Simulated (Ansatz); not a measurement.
## Molecular dynamics of Li₃BiB₂O₆

input.yaml

```yaml
crystal:
  lattice:
    - [5.1726978548, 0.0, 0.0]
    - [0.2058617125, 7.2084034966, 0.0]
    - [0.3454062511, 2.870242762, 7.9044646849]
  atoms:
    - { symbol: Li, position: [0.17998799, 0.06637846, 0.10043316] }
    - { symbol: Li, position: [0.32263355, 0.97498525, 0.75777863] }
    - { symbol: Li, position: [0.30830834, 0.25465094, 0.37530779] }
    - { symbol: Li, position: [0.62705567, 0.73726688, 0.64354308] }
    - { symbol: Li, position: [0.71318856, 0.03025763, 0.25371478] }
    - { symbol: Li, position: [0.84778521, 0.9352737, 0.90218526] }
    - { symbol: B, position: [0.19354583, 0.87459906, 0.43595929] }
    - { symbol: B, position: [0.33898887, 0.68246167, 0.06655744] }
    - { symbol: B, position: [0.65461749, 0.31825996, 0.91047226] }
    - { symbol: B, position: [0.80622072, 0.11365105, 0.56922322] }
    - { symbol: Bi, position: [0.16082081, 0.43556004, 0.72378878] }
    - { symbol: Bi, position: [0.83864349, 0.56316673, 0.28298454] }
    - { symbol: O, position: [0.09292104, 0.18949772, 0.58737296] }
    - { symbol: O, position: [0.2498468, 0.50892595, 0.20319632] }
    - { symbol: O, position: [0.12312538, 0.80366567, 0.98700676] }
    - { symbol: O, position: [0.29592668, 0.77993919, 0.59890915] }
    - { symbol: O, position: [0.31251758, 1.01010359, 0.30047735] }
    - { symbol: O, position: [0.39383698, 0.27232425, 0.92826172] }
    - { symbol: O, position: [0.57275161, 0.72886363, 0.0460582] }
    - { symbol: O, position: [0.69110064, -0.00513774, 0.68930069] }
    - { symbol: O, position: [0.69075578, 0.23850768, 0.42664881] }
    - { symbol: O, position: [0.82716559, 0.1940124, 0.00197238] }
    - { symbol: O, position: [0.74247683, 0.47155184, 0.7861348] }
    - { symbol: O, position: [0.9582404, 0.78101451, 0.42798719] }
basis:
  ecutwfc: 500.0
kpoints:
  mp_grid: { grid: [2, 1, 1] }
hamiltonian:
  xc: r2scan
  dispersion: d3bj
scf:
  occupations: { method: fermi_dirac, width: 0.05 }
  lower_state_search: "off"
md:
  timestep: 1
  n_steps: 20
  ensemble: nvt_langevin
  temperature: 1920.0
  initial_velocities: maxwell_boltzmann
  seed: 358480
  friction: 0.05
```

Command:

```bash
$ ansatz run input.yaml --threads 1 --pin off --max-ram 3072MiB --backend cpu --events-out ev --progress --plain --runs-dir out
```

It goes on from the last frame of an earlier run, with new velocities.

Output, in part (step lines):

```
md step     0: t =     0.00 fs  T =  1840.0 K  F+E_penalty+E_count = -33522.09782220 eV  E_kin = 5.708122 eV  (10 SCF iters)
[... lines left out ...]
```

The steps, from the saved trajectory:

```tsv
time (fs)	T (K)	potential energy less start (eV)
0.0	1840	0.000
1.0	1928	0.241
2.0	1746	0.465
3.0	1624	0.603
4.0	1705	0.673
5.0	1682	0.822
6.0	1540	0.988
7.0	1469	1.093
8.0	1294	1.179
9.0	1338	1.211
10.0	1479	1.156
11.0	1567	0.998
12.0	1385	0.841
13.0	1435	0.754
14.0	1560	0.735
15.0	1591	0.774
16.0	1560	0.815
17.0	1732	0.865
18.0	1798	0.951
19.0	2119	1.017
20.0	2307	1.108
```

All steps were run. The mean temperature of the second half is 12 % below the set value. A run of 0.02 ps of so small a system gives no equilibrium averages. Limits of this set-up: coarse k mesh.

Mean squared displacements from the first frame to the last, about the centre of mass: Li 0.14 Å², B 0.07 Å², Bi 0.00 Å², O 0.04 Å².

Last frame:

```xyz
24
Lattice="5.1727 0.0000 0.0000 0.2059 7.2084 0.0000 0.3454 2.8702 7.9045" Properties=species:S:1:pos:R:3
Li 0.937 0.777 0.525
Li 2.046 8.995 5.784
Li 1.467 2.679 2.875
Li 3.980 7.203 4.738
Li 3.851 1.429 2.086
Li 4.931 9.222 6.904
B 1.485 7.268 3.396
B 1.859 5.079 0.447
B 3.765 4.758 7.457
B 4.496 2.635 4.599
Bi 1.173 5.215 5.744
Bi 4.512 4.872 2.209
O 0.657 2.791 4.744
O 1.320 4.359 1.537
O 1.090 8.728 7.701
O 1.895 7.284 4.640
O 1.816 8.148 2.445
O 2.276 4.737 7.474
O 3.256 5.257 0.115
O 3.659 1.907 5.361
O 3.845 3.045 3.288
O 4.416 1.320 0.326
O 4.275 5.486 6.229
O 5.327 6.834 3.235
```

Time of the run: 9.4 min on 1 thread of Arm Neoverse V2, with other jobs on the host, peak memory 1.2 GiB.
